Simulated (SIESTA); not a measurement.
Input of a SIESTA 5.4.2 run:

Contents of run.py:

```python
from ase import Atoms
from ase.calculators.siesta import Siesta
from ase.units import Ry, GPa

atoms = Atoms(
    ['Sn', 'Al'],
    cell=[
        [4.1981056157, 0.0, 0.0],
        [-2.0990528078, 3.6356661109, 0.0],
        [0.0, 0.0, 3.306847],
    ],
    scaled_positions=[
        [0.3333333333, 0.6666666667, 0.5],
        [0.0, 0.0, 0.0],
    ],
    pbc=True,
)

fdf = {
    'SCFMustConverge': False,
    'OccupationFunction': 'FD',
    'ElectronicTemperature': '0.05 eV',
    'MaxSCFIterations': '120',
    'SCF.Mixer.Method': 'Pulay',
    'SCF.Mixer.Weight': '0.25',
    'SCF.Mixer.History': '8',
    'SCF.DM.Tolerance': '5.0e-05',
    'SCF.H.Tolerance': '1.0e-03 eV',
    'WriteForces': 'true',
    'Charge.Mulliken': 'end',
    'PAO.Basis': ['Sn.1 4', 'n=5 0 2', '  6.393 0.000', 'n=5 1 2', '  8.756 0.000', 'n=4 2 2', '  3.767 0.000', 'n=5 2 1', '  8.756', 'Al.2 2', 'n=3 0 2', '  7.039 0.000', 'n=3 1 2 P 1', '  9.500 0.000'],
}
calc = Siesta(
    label="AlSn",
    command="siesta < PREFIX.fdf > PREFIX.out",
    pseudo_path="pseudos",
    pseudo_qualifier="",
    xc=('VDW', 'BH'),
    basis_set="DZP",
    mesh_cutoff=500 * Ry,
    energy_shift=0.003 * Ry,
    kpts=[7, 7, 8],
    spin="non-polarized",
    fdf_arguments=fdf,
)
atoms.calc = calc

print(f"energy = {atoms.get_potential_energy():.6f} eV")
free = atoms.get_potential_energy(force_consistent=True)
print(f"free energy = {free:.6f} eV")
print("forces (eV/A):")
print(atoms.get_forces(apply_constraint=False).round(6))
print("stress (GPa, Voigt order, tension positive):", (atoms.get_stress() / GPa).round(4))
```

Potentials or basis: PseudoDojo 0.4 standard (PBE files), DZP (energy shift 0.003 Ry; two zetas on semicore shells).

Launch:

```bash
$ python run.py
```

Task: Predict the pressure.

Result: -0.5 GPa.

Task: What does it give for the band gap on the k mesh?

Result: None (metal or under the smearing width).

Stress tensor (GPa, compression positive):
```
-0.84  0.00  0.00
 0.00 -0.85  0.00
 0.00  0.00  0.24
```

Caveat: the potentials were made for another functional, which shifts forces and pressure; the basis of atomic orbitals isn't converged, which shifts pressures, moduli and gaps.
